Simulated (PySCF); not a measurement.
**GaFOH: doublet, from a bent start**

Aim: relax GaFOH as a doublet from a bent start, check by its vibrations whether the end is a minimum, and collect its spectrum and constants.

The runs use PySCF 2.14.0; PBE0, basis Ga def2-TZVP, F def2-TZVP, O def2-TZVP, H def2-TZVP, no relativity, density fitting.

### 1 Starting geometry

4 atoms, charge 0, spin multiplicity 2.

Bond lengths: Ga1–F2 1.880 Å, Ga1–O3 1.870 Å, O3–H4 0.960 Å. Angles: F2–Ga1–O3 110.0°, Ga1–O3–H4 130.0°.

Z-matrix (Å, degrees; charge 0 multiplicity 2):
```
Ga
F  1 1.8800
O  1 1.8700 2 110.00
H  3 0.9600 1 130.00 2 90.00
```

### 2 The SCF at the typed geometry

One driver script runs all steps and calls PySCF; scf.py shows how it sets up the SCF of each step. The optimiser is the driver's own. After this first run the driver tries any further starts and a stability analysis.

Input file scf.py:

```python
from pyscf import gto, scf, dft
mol = gto.M(atom='''
Ga     0.000000     0.000000     0.000000
F      1.540000     0.000000     1.078300
O     -1.531800     0.000000     1.072600
H     -2.037300     0.735400     1.426500''',
    basis={'Ga': 'def2-TZVP', 'F': 'def2-TZVP', 'O': 'def2-TZVP', 'H': 'def2-TZVP'},
    charge=0, spin=1)
mf = dft.UKS(mol, xc='PBE0')
mf.grids.atom_grid = (50, 194)
aux = {'Ga': 'def2-universal-JKFIT', 'F': 'def2-universal-JKFIT', 'O': 'def2-universal-JKFIT', 'H': 'def2-universal-JKFIT'}
mf = mf.density_fit(auxbasis=aux)
mf.conv_tol = 1e-08
mf.diis_space = 10
mf.max_cycle = 60
mf.init_guess = 'minao'
mf.verbose = 4
mf.kernel()
```

Run with:

```console
$ OMP_NUM_THREADS=4 python axn.py task.json out
```

Log:

```text
init E= -2099.5968417981
[... the frontier-level lines of each cycle are left out ...]
cycle= 1 E= -2099.94229890147  delta_E= -0.345  |g|= 0.883  |ddm|= 1.22
cycle= 2 E= -2098.54580661828  delta_E=  1.4  |g|= 2.04  |ddm|= 1.56
cycle= 3 E= -2100.17317874831  delta_E= -1.63  |g|= 0.234  |ddm|= 1.24
cycle= 4 E= -2100.18746902974  delta_E= -0.0143  |g|= 0.165  |ddm|= 0.23
cycle= 5 E= -2100.19537049826  delta_E= -0.0079  |g|= 0.0534  |ddm|= 0.0947
cycle= 6 E= -2100.19622207624  delta_E= -0.000852  |g|= 0.0171  |ddm|= 0.031
cycle= 7 E= -2100.19635326338  delta_E= -0.000131  |g|= 0.00369  |ddm|= 0.0133
cycle= 8 E= -2100.19636620496  delta_E= -1.29e-05  |g|= 0.00118  |ddm|= 0.00617
cycle= 9 E= -2100.19636806383  delta_E= -1.86e-06  |g|= 0.000378  |ddm|= 0.00219
cycle= 10 E= -2100.19636845135  delta_E= -3.88e-07  |g|= 0.00016  |ddm|= 0.00138
cycle= 11 E= -2100.1963684795  delta_E= -2.81e-08  |g|= 4.22e-05  |ddm|= 0.000327
cycle= 12 E= -2100.19636848115  delta_E= -1.65e-09  |g|= 9.85e-06  |ddm|= 7.22e-05
Extra cycle  E= -2100.19636848121  delta_E= -6.05e-11  |g|= 1.11e-05  |ddm|= 1.4e-05
converged SCF energy = -2100.19636848121  <S^2> = 0.75455875  2S+1 = 2.0045536
```

This step, with its further starts and checks, needed 3.2 s of wall time on 4 threads of AMD EPYC 9R45 (Zen 5), shared host.

No lower solution of this spin turned up in the test of internal stability.

### 3 Relaxation: bent start, doublet

The program finds C1 symmetry in the start. Threshold on the gradient: 0.0003 Eh/bohr, with a further test on the energy change.

scf.py, as its differences from that of step 2:

```diff
@@ -3,4 +3,4 @@
-Ga     0.000000     0.000000     0.000000
-F      1.540000     0.000000     1.078300
-O     -1.531800     0.000000     1.072600
-H     -2.037300     0.735400     1.426500''',
+Ga    -0.025764    -0.007064    -0.372448
+F      1.514236    -0.007064     0.705852
+O     -1.557564    -0.007064     0.700152
+H     -2.063064     0.728336     1.054052''',
@@ -16 +15,0 @@
-mf.init_guess = 'minao'
```

Steps of the walk:

```tsv
step	energy (Eh)	change (kJ/mol)	largest gradient (Eh/bohr)
0	-2100.196368	0.00	0.04574
1	-2100.205361	-23.61	0.00886
2	-2100.206740	-27.23	0.01107
3	-2100.207267	-28.61	0.01656
4	-2100.208077	-30.74	0.00776
5	-2100.208421	-31.65	0.01932
6	-2100.209055	-33.31	0.00938
7	-2100.210088	-36.02	0.01123
8	-2100.210890	-38.13	0.01591
9	-2100.211215	-38.98	0.00944
10	-2100.211710	-40.28	0.00985
11	-2100.211824	-40.58	0.00314
12	-2100.211894	-40.76	0.00279
13	-2100.211930	-40.86	0.00041
14	-2100.211935	-40.87	0.00047
15	-2100.211936	-40.87	0.00016
```

The walk took 19 s.

Geometry (Å) and forces (eV/Å) at some steps:

```
step 0
Ga  -0.026  -0.007  -0.372   0.246   0.282   2.352
F    1.514  -0.007   0.706  -1.488  -0.029  -1.271
O   -1.558  -0.007   0.700   0.931  -0.470  -0.779
H   -2.063   0.728   1.054   0.312   0.217  -0.303
step 1
Ga  -0.028   0.026  -0.280  -0.186   0.190   0.453
F    1.480  -0.018   0.655  -0.122  -0.039  -0.182
O   -1.539  -0.032   0.705  -0.024  -0.041   0.015
H   -2.045   0.732   1.008   0.332  -0.109  -0.285
step 8
Ga  -0.026   0.277  -0.131  -0.090   0.032   0.153
F    1.535  -0.210   0.523  -0.034  -0.051  -0.052
O   -1.430   0.052   0.980  -0.696   0.675  -0.349
H   -2.211   0.588   0.715   0.821  -0.657   0.247
step 15
Ga  -0.019   0.329  -0.108  -0.007  -0.001  -0.005
F    1.522  -0.264   0.501   0.006   0.000  -0.001
O   -1.402   0.155   1.023   0.009  -0.001   0.007
H   -2.233   0.487   0.671  -0.008   0.002  -0.002
```

It settles in Cs symmetry, 40.9 kJ/mol below the start, after 15 steps: Ga–F 1.759 Å, Ga–O 1.795 Å, O–H 0.961 Å; F–Ga–O 115.1°, Ga–O–H 113.7°.

### 4 Is it a minimum? Harmonic modes

On the finer grid the gradient is checked again; gradients at displacements of ±0.02 bohr then give force constants and infrared intensities.

scf.py, as its differences from that of step 3:

```diff
@@ -3,4 +3,4 @@
-Ga    -0.025764    -0.007064    -0.372448
-F      1.514236    -0.007064     0.705852
-O     -1.557564    -0.007064     0.700152
-H     -2.063064     0.728336     1.054052''',
+Ga    -0.046790     0.133864    -0.293733
+F      1.490613    -0.461414     0.320880
+O     -1.427575    -0.041138     0.840443
+H     -2.259795     0.288452     0.490263''',
@@ -10 +10 @@
-mf.grids.atom_grid = (50, 194)
+mf.grids.atom_grid = (75, 302)
@@ -13 +13 @@
-mf.conv_tol = 1e-08
+mf.conv_tol = 1e-10
```

This SCF starts from the last density.

SCF at the final geometry:

```text
init E= -2100.21184448796
[... the frontier-level lines of each cycle are left out ...]
cycle= 1 E= -2100.21184448795  delta_E= 1.23e-11  |g|= 8.17e-06  |ddm|= 5.77e-06
Extra cycle  E= -2100.2118444879  delta_E= 4.91e-11  |g|= 1.51e-05  |ddm|= 1.07e-05
converged SCF energy = -2100.2118444879  <S^2> = 0.753412  2S+1 = 2.0034091
```

The whole step took 39 s.

Geometry: Cs; Ga–F 1.759 Å, Ga–O 1.795 Å, O–H 0.961 Å; F–Ga–O 114.7°, Ga–O–H 113.7°.

Modes, for the most abundant isotopes:

| symmetry | ω (cm⁻¹) | IR (km/mol) |
| --- | --- | --- |
| a' | 182 | 9.8 |
| a'' | 319 | 81.2 |
| a' | 637 | 36.6 |
| a' | 676 | 135 |
| a' | 809 | 93.2 |
| a' | 3886 | 78.0 |

No imaginary mode, so this is a minimum.

Properties at this point:

| Item | Value |
| --- | --- |
| Dipole moment | 3.39 D |
| Highest occupied level | -7.02 eV |
| Lowest empty level | -3.68 eV |
| Rotational constants | 0.7931, 0.2014, 0.1606 cm⁻¹ |
| Zero-point energy | 38.9 kJ/mol |
| Principal polarisabilities | 30.5, 31.3, 40.1 bohr³ |
| Atomisation energy without zero-point energy | 1218 kJ/mol |
| Principal traceless quadrupole moments about the centre of mass | -3.14, 0.13, 3.01 D Å |
| Entropy at 298.15 K and 1 bar (electronic part: spin only) | 290.6 J/(mol K) |
| Heat capacity Cp at 298.15 K | 58.2 J/(mol K) |
| Enthalpy at 298.15 K above 0 K | 13.39 kJ/mol |
| Rotational symmetry number | 1 |
| Spin squared ⟨S²⟩ | 0.753 |

Charges (e) and bond orders:

| atom | Mulliken | Löwdin | polar tensor | spin (Mulliken) | Mayer order to Ga1 |
| --- | --- | --- | --- | --- | --- |
| Ga1 | 0.55 | 0.18 | 1.01 | 0.78 | – |
| F2 | -0.37 | -0.14 | -0.60 | 0.07 | 0.97 |
| O3 | -0.51 | -0.20 | -0.67 | 0.15 | 1.13 |
| H4 | 0.32 | 0.16 | 0.26 | 0.00 | 0.02 |

Outer orbital energies (eV). α occupied: -23.71, -14.42, -12.51, -11.02, -11.01, -10.89, -9.50, -7.02; empty: -1.27, 0.51, 0.86, 2.61. β occupied: -23.69, -23.60, -14.16, -11.99, -10.94, -10.78, -10.15, -9.39; empty: -3.68, -0.47, 0.92, 1.39.

Mulliken populations on Ga1: s 7.28, p 12.87, d 10.22, f 0.07.

### 5 Summary of results

```
                                          quantity                                                                  value
                                           minimum                                                            doublet, Cs
                                          geometry  Ga–F 1.759 Å, Ga–O 1.795 Å, O–H 0.961 Å; F–Ga–O 114.7°, Ga–O–H 113.7°
                                wavenumbers (cm⁻¹)           182 (a'), 319 (a''), 637 (a'), 676 (a'), 809 (a'), 3886 (a')
                                     dipole moment                                                                 3.39 D
highest occupied, lowest empty level (either spin)                                                        -7.02, -3.68 eV
                        polar-tensor charge of Ga1                                                                +1.01 e
                                 zero-point energy                                                            38.9 kJ/mol
                               entropy at 298.15 K                                                        290.6 J/(mol K)
         atomisation energy (no zero-point energy)                                                            1218 kJ/mol
                                              ⟨S²⟩                                                                  0.753
```

**Reading.** From C1 at the start the molecule goes to a Cs minimum. In the infrared the band at 676 cm⁻¹ (a') leads. Most of the spin sits on Ga1 (Mulliken spin 0.78, against 1 for the whole molecule). Only this shape and spin were tried, so other structures or states may lie lower.

The search up to here took 62 s.
